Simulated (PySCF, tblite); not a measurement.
**C₃H₁₃OPSi₃: geometry, infrared bands and NMR shifts**

Aim: predict the infrared bands and NMR shifts of C₃H₁₃OPSi₃ (`C=C[Si@@H](O[SiH3])[Si@H](C)P`).

Programs: tblite 0.8.0 and PySCF 2.14.0, with density-fitted response routines of our own. Each step states its level of theory. These are calculated values for one molecule in the gas phase, unless marked as measured. Atoms are numbered from 0 throughout.

### Step 1. The molecule as given

21 atoms, charge 0, multiplicity 1; geometry from: force field or distance geometry start.

Bonds of the start (Å): C0–C1 1.32, C1–Si2 1.86, Si2–O3 1.69, O3–Si4 1.70, Si2–Si5 2.22, Si5–C6 1.87, Si5–P7 2.20, C0–H8 1.09, C0–H9 1.07, C1–H10 1.07, Si2–H11 1.50, Si4–H12 1.49, Si4–H13 1.48, Si4–H14 1.46, Si5–H15 1.48, C6–H16 1.10, C6–H17 1.11, C6–H18 1.12, P7–H19 1.45, P7–H20 1.46.

### Step 2. Relaxing the molecule with GFN2-xTB

The job: settings as JSON, then the geometry in Å.

```
{"job": {"kind": "relax", "xc": "GFN2-xTB", "basis": "xTB"}, "charge": 0, "multiplicity": 1}
C      0.014000     2.550800     0.630000
C      0.074700     2.230800    -0.653800
Si     0.536300     0.484900    -1.083900
O      2.206700     0.218900    -1.127200
Si     2.884900    -0.401700     0.299400
Si    -0.634000    -1.000500     0.087300
C     -1.729500    -1.946600    -1.102800
P     -1.967100    -0.040300     1.557200
H     -0.255500     3.582200     0.872800
H      0.178900     1.895800     1.463600
H     -0.128200     2.988600    -1.386100
H      0.078600     0.340200    -2.502900
H      3.743400    -1.541400    -0.115400
H      3.828000     0.555700     0.911300
H      1.935800    -0.865300     1.303600
H      0.246600    -1.913700     0.841800
H     -2.688200    -1.425700    -1.246400
H     -1.927100    -2.978600    -0.745200
H     -1.152400    -1.952600    -2.063200
H     -3.368300    -0.117200     1.180500
H     -1.886500    -0.647500     2.879200
```

Launch:

```console
OMP_NUM_THREADS=1 python probes_run.py task.json out
```

One launch serves the whole session: the jobs run in the order shown.

**Question.** This job is followed by: GFN2-xTB harmonic vibrations, gas phase; GIAO PBE0/pcSseg-1 NMR shielding, non-relativistic, gas phase. Predict these results of the whole session: strongest single infrared mode (GFN2-xTB); zero-point energy (GFN2-xTB); 13C shifts against TMS (PBE0/pcSseg-1); 1H shifts against TMS (PBE0/pcSseg-1, means over atoms taken as alike); 29Si shifts against TMS (PBE0/pcSseg-1); 17O shifts against H2O (PBE0/pcSseg-1); 31P shifts against H3PO4 (PBE0/pcSseg-1).

The runs gave:

| quantity | value |
| --- | --- |
| strongest single infrared mode (GFN2-xTB) | 1081 cm⁻¹, 642 km/mol |
| zero-point energy (GFN2-xTB) | 88.4 kcal/mol |
| 13C shifts against TMS (PBE0/pcSseg-1) | 144.7, 140.1, -4.2 ppm |
| 1H shifts against TMS (PBE0/pcSseg-1, means over atoms taken as alike) | 6.55, 6.27, 6.19, 5.72, 5.18, 4.83, 1.14, 0.31 ppm |
| 29Si shifts against TMS (PBE0/pcSseg-1) | -15.0, -42.9, -55.9 ppm |
| 17O shifts against H2O (PBE0/pcSseg-1) | 3.4 ppm |
| 31P shifts against H3PO4 (PBE0/pcSseg-1) | -295.5 ppm |

**Reading.** The optimisation took 237 steps and gained 1.638 eV; among the close pairs (by a distance rule), Si2–Si5 changed most, from 2.224 to 2.325 Å. The lowest mode is slightly imaginary (9i cm⁻¹), a soft motion within the noise of the Hessian, so the minimum is not strictly shown. The strongest single mode, at 1081 cm⁻¹, moves mainly O3. GFN2-xTB is a fitted tight-binding method: band positions and strengths are rough. Its intensities can rank the bands wrongly. C1 (alkene CH) lies farthest downfield among carbon, at 144.7 ppm; the olefinic region.
